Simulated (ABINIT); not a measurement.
# VWC2 (R-3m) in ABINIT: further runs

Aim: see how the results for VWC2 move with the level of theory and the settings. Levels: LDA, PBE. Tasks: band structure.

All numbers are computed with ABINIT 10.8.3 (patched build); they aren't measurements. Logs are shortened: lines on timing, memory, paths and dates and some standing lists are left out, and cuts for length are marked. The log counts tension as positive stress, the text compression.

**1. The crystal as given**

Symmetry: R-3m, No. 166, trigonal system. The conventional cell has a = 3.034 Å, b = 3.034 Å, c = 14.802 Å, α = 90.00°, β = 90.00°, γ = 120.00°. Around W (site symmetry -3m) lie 6 C at 2.17 Å. V (site symmetry -3m) has 6 C at 2.11 Å as nearest neighbours. C (site symmetry 3m) is surrounded by 3 V at 2.11 Å and 3 W at 2.17 Å.

The cell comes from a database or a generator and needn't be the stable form of this composition.

**2. Band structure, LDA, collinear spin, ferromagnetic start**

The input, run.abi:

```
# Datasets: ground state, then fixed potential
ndtset 2

# Pseudopotentials
pp_dirpath "./"
pseudos "W.LDA_PW-JTH.xml, V.LDA_PW-JTH.xml, C.LDA_PW-JTH.xml"

# Structure
acell 3*1.0 Angstrom
rprim
     1.5170411163     0.8758640969     4.9338931930
    -1.5170411163     0.8758640969     4.9338931930
     0.0000000000    -1.7517281937     4.9338931930
ntypat 3
znucl 74 23 6
natom 4
typat 1 2 3 3
xcart
     0.0000000000     0.0000000000     0.0000000000
     0.0000000000     0.0000000001    13.9855602944
     0.0000000000     0.0000000000     6.8947133984
     0.0000000000     0.0000000001    21.0764071904

# Plane-wave basis
ecut 19.0
pawecutdg 38.0

# Exchange and correlation
ixc 7

# Bands and occupations
occopt 3
tsmear 0.00183747

# Spin
nsppol 2
spinat
     0.0000000000     0.0000000000     0.0000000000
     0.0000000000     0.0000000000     2.0000000000
     0.0000000000     0.0000000000     0.0000000000
     0.0000000000     0.0000000000     0.0000000000

# SCF cycle
nstep 100

# Output
iomode 3
prtwf 0
prteig 0
prtebands 0
enunit 1
prtden1 1
prtvha1 1
prtvclmb1 1
prtpot1 1

# Dataset 1
kptopt1 1
ngkpt1 8 8 8
nshiftk1 1
shiftk1 0.0 0.0 0.0
nband1 22
tolvrs1 1.0e-9

# Dataset 2: bands along G-L-B1
iscf2 -2
getden2 1
nband2 28
nbdbuf2 4
tolwfr2 1.0e-11
kptopt2 -2
ndivsm2 8
prteig2 1
prtvol2 -3
kptbounds2
     0.0000000000     0.0000000000     0.0000000000
     0.5000000000     0.0000000000     0.0000000000
     0.5000000000     0.1876755371    -0.1876755371
```

Potentials or basis: JTH PAW LDA v2.0.

Run with:

```
$ abinit run.abi > log 2>&1
```

run.abo:

```text
.Version 10.8.3 of ABINIT
 DATASET    1 : space group R-3 m (#166); Bravais hR (rhombohedral)
================================================================================
 Values of the parameters that define the memory need for DATASET  1.
     intxc =       0    ionmov =       0      iscf =      17    lmnmax =      18
     lnmax =       6     mgfft =      40  mpssoang =       3    mqgrid =    3001
     natom =       4  nloc_mem =       2    nspden =       2   nspinor =       1
    nsppol =       2      nsym =      12    n1xccc =       1    ntypat =       3
    occopt =       3   xclevel =       1
       mpw =        1063          nfft =       64000          nkpt =          65
 PAW method is used; the additional fine FFT grid is defined by:
   mgfftf=        60    nfftf =    216000
================================================================================
================================================================================

 DATASET    2 : space group R-3 m (#166); Bravais hR (rhombohedral)
================================================================================
 Values of the parameters that define the memory need for DATASET  2.
     intxc =       0    ionmov =       0      iscf =      -2    lmnmax =      18
     lnmax =       6     mgfft =      40  mpssoang =       3    mqgrid =    3001
     natom =       4  nloc_mem =       2    nspden =       2   nspinor =       1
    nsppol =       2      nsym =      12    n1xccc =       1    ntypat =       3
    occopt =       3   xclevel =       1
       mpw =        1062          nfft =       64000          nkpt =          21
 PAW method is used; the additional fine FFT grid is defined by:
   mgfftf=        60    nfftf =    216000
================================================================================
================================================================================

--------------------------------------------------------------------------------
------------- Echo of variables that govern the present computation ------------
--------------------------------------------------------------------------------
 -outvars: echo values of preprocessed input variables --------
            acell      1.8897261259E+00  1.8897261259E+00  1.8897261259E+00 Bohr
              amu      1.83850000E+02  5.09415000E+01  1.20110000E+01
             ecut      1.90000000E+01 Hartree
           enunit           1
[... 936 lines left out ...]
  11.55612   11.69674   11.82698   12.05708   13.42569   13.49932   14.16008   15.22964
  16.87663   18.24884   22.44692   23.00861
 kpt#  20, nband= 28, wtk=  1.00000, kpt=  0.5000  0.1642 -0.1642 (reduced coord)
 -63.96683  -53.31308  -28.39650  -28.39394  -28.18000  -27.57048  -27.54901  -27.54152
  -0.22212   -0.20164    4.37057    4.45137    5.47079    6.05720    6.52017    6.79024
  11.38540   11.46456   11.83939   12.23497   13.35206   13.35424   14.56503   15.28611
  17.13037   18.00358   22.38692   22.49270
 kpt#  21, nband= 28, wtk=  1.00000, kpt=  0.5000  0.1877 -0.1877 (reduced coord)
 -63.96706  -53.31329  -28.43375  -28.35394  -28.18338  -27.56186  -27.55295  -27.53908
  -0.32124   -0.14395    4.32631    4.43213    5.55580    5.95626    6.65252    6.90801
  11.11699   11.14536   11.92829   12.44540   13.26643   13.33301   14.97276   15.29530
  17.44052   17.71860   22.00634   22.34747
 Eigenvalues (   eV  ) for nkpt=  21  k points, SPIN DOWN:
 kpt#   1, nband= 28, wtk=  1.00000, kpt=  0.0000  0.0000  0.0000 (reduced coord)
 -64.00432  -53.34717  -28.35180  -28.00466  -28.00466  -27.51813  -27.39511  -27.39511
  -3.72894    0.71851    2.47998    5.59666    5.59666    9.29063    9.29063    9.36707
  10.67280   10.67280   11.08635   11.08635   11.14328   12.18926   12.18926   13.52585
  17.51987   18.87871   18.87872   19.61595
 kpt#   2, nband= 28, wtk=  1.00000, kpt=  0.0417  0.0000  0.0000 (reduced coord)
 -64.00375  -53.34665  -28.34905  -28.01437  -28.00686  -27.51864  -27.39948  -27.39612
  -3.68528    0.68033    2.53418    5.61101    5.62121    9.17483    9.23293    9.35670
  10.00724   10.51764   11.19788   11.34657   11.77605   12.18639   12.20014   13.49857
  17.58703   18.82873   18.83091   19.68703
 kpt#   3, nband= 28, wtk=  1.00000, kpt=  0.0833  0.0000  0.0000 (reduced coord)
 -64.00209  -53.34514  -28.34099  -28.04278  -28.01333  -27.52015  -27.41229  -27.39910
  -3.55603    0.57720    2.68720    5.64728    5.69244    8.83909    9.05575    9.13250
   9.44863   10.40100   11.40794   11.74536   12.04920   12.21508   12.74100   13.42436
  17.66113   18.69050   18.81595   19.89300
 kpt#   4, nband= 28, wtk=  1.00000, kpt=  0.1250  0.0000  0.0000 (reduced coord)
 -63.99945  -53.34275  -28.32804  -28.08772  -28.02360  -27.52267  -27.43259  -27.40383
[... 74 lines left out ...]
 -63.96713  -53.31335  -28.43166  -28.35029  -28.17768  -27.58798  -27.54408  -27.53270
  -0.34531   -0.09439    4.34648    4.49401    5.47238    6.16155    6.41212    6.70220
  11.55612   11.69674   11.82698   12.05708   13.42569   13.49932   14.16008   15.22964
  16.87663   18.24884   22.44692   23.00861
 kpt#  20, nband= 28, wtk=  1.00000, kpt=  0.5000  0.1642 -0.1642 (reduced coord)
 -63.96683  -53.31308  -28.39650  -28.39394  -28.18000  -27.57048  -27.54901  -27.54152
  -0.22212   -0.20164    4.37057    4.45137    5.47079    6.05720    6.52017    6.79024
  11.38540   11.46456   11.83939   12.23497   13.35206   13.35424   14.56503   15.28611
  17.13037   18.00358   22.38692   22.49270
 kpt#  21, nband= 28, wtk=  1.00000, kpt=  0.5000  0.1877 -0.1877 (reduced coord)
 -63.96706  -53.31329  -28.43375  -28.35394  -28.18338  -27.56186  -27.55295  -27.53908
  -0.32124   -0.14395    4.32631    4.43213    5.55580    5.95626    6.65252    6.90801
  11.11699   11.14536   11.92829   12.44540   13.26643   13.33301   14.97276   15.29530
  17.44052   17.71860   22.00634   22.34747

== END DATASET(S) ==============================================================
================================================================================

 -outvars: echo values of variables after computation  --------
            acell      1.8897261259E+00  1.8897261259E+00  1.8897261259E+00 Bohr
           etotal1    -1.5305785935E+02
            fcart1    -0.0000000000E+00  5.2404027826E-19 -1.0842021725E-19
                      -0.0000000000E+00  5.2404027826E-19 -1.0842021725E-19
                      -2.5235192528E-19 -6.5397877204E-20  3.2418969000E-03
                       2.5235192528E-19 -9.8268267932E-19 -3.2418969000E-03
            rprim      1.5170411163E+00  8.7586409690E-01  4.9338931930E+00
                      -1.5170411163E+00  8.7586409690E-01  4.9338931930E+00
                       0.0000000000E+00 -1.7517281937E+00  4.9338931930E+00
           strten1     5.6575005155E-04  5.6575005163E-04  5.5287641280E-04
                      -2.6153475406E-13  0.0000000000E+00  0.0000000000E+00
           xangst     -3.5599063459E-26  2.9177968692E-12 -5.0144818447E-09
                       5.3317096964E-17  5.2917329402E-11  7.4008397845E+00
                       1.0916599028E-16  2.7567133876E-11  3.6485252037E+00
                      -6.0290184395E-17  7.8268197513E-11  1.1153154365E+01
             xred     -3.3822267209E-10 -3.3822267209E-10 -3.3988833970E-10
                       4.9999999966E-01  4.9999999966E-01  4.9999999966E-01
                       2.4649399983E-01  2.4649399983E-01  2.4649399983E-01
                       7.5350599949E-01  7.5350599949E-01  7.5350599949E-01
 Calculation completed.
```

Run time: 5.6 min. Hardware: 1 thread of Arm Neoverse V2, shared host; peak memory 0.26 GiB.

What came out:

```
Free energy                                           : -4164.9165 eV
Pressure                                              : -16.5 GPa
Largest force                                         : 0.167 eV/Å
Band gap on the k mesh                                : none (metal or under the smearing width)
Net moment                                            : 0.00 μB per cell
Valence electrons inside the program's atomic spheres : W 11.87; V 11.33; C 2.46
```

Forces on the atoms (eV/Å):
```
W    0.000  0.000  0.000
V    0.000  0.000  0.000
C    0.000  0.000  0.167
C    0.000  0.000 -0.167
```

Levels at the corners of the path, in eV from the Fermi level:
Spin up:
| point | band 14 | band 15 | band 16 | band 17 | band 18 | band 19 | band 20 | band 21 | band 22 | band 23 |
| --- | --- | --- | --- | --- | --- | --- | --- | --- | --- | --- |
| Γ | -1.81 | -1.81 | -1.73 | -0.43 | -0.43 | -0.01 | -0.01 | 0.04 | 1.09 | 1.09 |
| L | -4.61 | -4.45 | -3.65 | -0.81 | -0.52 | 0.92 | 1.54 | 2.14 | 3.03 | 3.72 |
| B1 | -5.14 | -4.45 | -4.19 | 0.02 | 0.05 | 0.83 | 1.35 | 2.17 | 2.23 | 3.87 |
Spin down:
```
point  band 16  band 17  band 18  band 19  band 20  band 21
    Γ    -1.73    -0.43    -0.43    -0.01    -0.01     0.04
    L    -3.65    -0.81    -0.52     0.92     1.54     2.14
   B1    -4.19     0.02     0.05     0.83     1.35     2.17
```

Caveat: spin-orbit coupling is left out, which moves the levels of the heavy elements.

**3. Band structure, PBE, collinear spin, ferromagnetic start**

run.abi: that of step 2 with these lines changed.

```diff
@@ -5,3 +5,3 @@
 pp_dirpath "./"
-pseudos "W.LDA_PW-JTH.xml, V.LDA_PW-JTH.xml, C.LDA_PW-JTH.xml"
+pseudos "W.GGA_PBE-JTH.xml, V.GGA_PBE-JTH.xml, C.GGA_PBE-JTH.xml"
 
@@ -26,5 +26,6 @@
 pawecutdg 38.0
+pawxcdev 0
 
 # Exchange and correlation
-ixc 7
+ixc 11
```

Potentials or basis: JTH PAW PBE v2.0.

Run with:

```
$ abinit run.abi > log 2>&1
```

It took 5.8 min on 1 thread of Arm Neoverse V2, shared host; peak memory 0.33 GiB.

The run converged. Its results:

* Free energy: -4152.8613 eV
* Pressure: -1.2 GPa
* Largest force: 0.098 eV/Å
* Band gap on the k mesh: none (metal or under the smearing width)
* Net moment: 0.00 μB per cell
* Valence electrons inside the program's atomic spheres: W 11.84; V 11.31; C 2.47

Forces in eV/Å, atoms in the order of the input:
```
W    0.000  0.000  0.000
V    0.000  0.000  0.000
C    0.000  0.000  0.098
C    0.000  0.000 -0.098
```

Stress tensor (GPa, compression positive):
```
-1.35  0.00  0.00
 0.00 -1.35  0.00
 0.00  0.00 -0.97
```

Levels at the corners of the path, in eV from the Fermi level:
Spin up:
```
point  band 16  band 17  band 18  band 19  band 20  band 21
    Γ    -1.72    -0.42    -0.42    -0.05    -0.05     0.01
    L    -3.67    -0.82    -0.52     0.92     1.54     2.16
   B1    -4.22     0.01     0.04     0.83     1.36     2.17
```
Spin down:
```csv
point,band 14,band 15,band 16,band 17,band 18,band 19,band 20,band 21,band 22,band 23
Γ,-1.80,-1.80,-1.72,-0.42,-0.42,-0.05,-0.05,0.01,1.10,1.10
L,-4.63,-4.49,-3.67,-0.82,-0.52,0.92,1.54,2.16,3.06,3.69
B1,-5.20,-4.48,-4.22,0.01,0.04,0.83,1.36,2.17,2.23,3.84
```

Caveat: spin-orbit coupling is left out, which moves the levels of the heavy elements.
